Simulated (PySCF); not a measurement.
# H6LaNO3 (La(OH)3(NH3)): the cost of one run

Computed with PySCF 2.14.0. Level: PBE0, La lcecp-1-SVP with ECP46, O def2-SVP, H def2-SVP, N def2-SVP; scalar-relativistic core potentials, no spin–orbit coupling.

1 further run of the same task is left out (for a known fault of the program).

## (1) Where the work starts

11 atoms, charge 0, spin multiplicity 1.

Bond lengths: La1–O2 2.253 Å, La1–O4 2.253 Å, La1–O6 2.253 Å, La1–N8 2.620 Å, O2–H3 0.966 Å, O4–H5 0.966 Å, O6–H7 0.966 Å, N8–H9 1.020 Å, N8–H10 1.020 Å, N8–H11 1.020 Å. Angles: O2–La1–O4 109.5°, O2–La1–O6 109.5°, O2–La1–N8 109.5°, O4–La1–O6 109.5°, O4–La1–N8 109.5°, O6–La1–N8 109.5°, La1–O2–H3 158.7°, La1–O4–H5 158.7°, La1–O6–H7 158.7°, La1–N8–H9 113.0°, La1–N8–H10 113.0°, La1–N8–H11 113.0°, H9–N8–H10 105.8°, H9–N8–H11 105.8°, H10–N8–H11 105.8°.

Geometry (Å):

```mol
H6LaNO3
  3D, bonds by distance, orders not assigned

 11 10  0  0  0  0  0  0  0  0999 V2000
    0.0000    0.0000    0.0000 La  0  0
    1.3007    1.3007    1.3007 O   0  0
    1.8203    1.5728    2.0678 H   0  0
   -1.3007   -1.3007    1.3007 O   0  0
   -1.8203   -1.5728    2.0678 H   0  0
    1.3007   -1.3007   -1.3007 O   0  0
    1.8203   -2.0678   -1.5728 H   0  0
   -1.5127    1.5127   -1.5127 N   0  0
   -2.1258    2.1258   -0.9756 H   0  0
   -0.9756    2.1258   -2.1258 H   0  0
   -2.1258    0.9756   -2.1258 H   0  0
  1  2  8  0
  1  4  8  0
  1  6  8  0
  1  8  8  0
  2  3  8  0
  4  5  8  0
  6  7  8  0
  8  9  8  0
  8 10  8  0
  8 11  8  0
M  END
```

Formal oxidation states: La +3. The 4f shell is empty and lies in the core potential.

## (2) SCF at the start, singlet

Input file run.py (the lines that set the calculation):

```python
mol = gto.M(atom='''
La     0.00000     0.00000     0.00000
O      1.30070     1.30070     1.30070
H      1.82030     1.57280     2.06780
O     -1.30070    -1.30070     1.30070
H     -1.82030    -1.57280     2.06780
O      1.30070    -1.30070    -1.30070
H      1.82030    -2.06780    -1.57280
N     -1.51270     1.51270    -1.51270
H     -2.12580     2.12580    -0.97560
H     -0.97560     2.12580    -2.12580
H     -2.12580     0.97560    -2.12580''',
    basis={'La': 'lcecp-1-SVP', 'O': 'def2-SVP', 'H': 'def2-SVP', 'N': 'def2-SVP'},
    ecp={'La': 'lcecp-1-SVP'},
    charge=0, spin=0)
mf = dft.RKS(mol, xc='PBE0')
mf.grids.atom_grid = (50, 194)  # f atoms: unpruned, at least (60, 302)
mf = mf.density_fit()  # fitting sets: La AutoAux, O def2-universal-JKFIT, H def2-universal-JKFIT, N def2-universal-JKFIT
mf.conv_tol = 1e-08; mf.max_cycle = 55
mf.kernel(dm0)  # dm0: free metal ions and neutral atoms
```

Run with:

```bash
$ OMP_NUM_THREADS=2 python run.py
```

Q: Estimate wall time and peak memory on 2 threads of Arm Neoverse V2, shared host.

About 3.8 s, with a peak of 0.73 GiB.
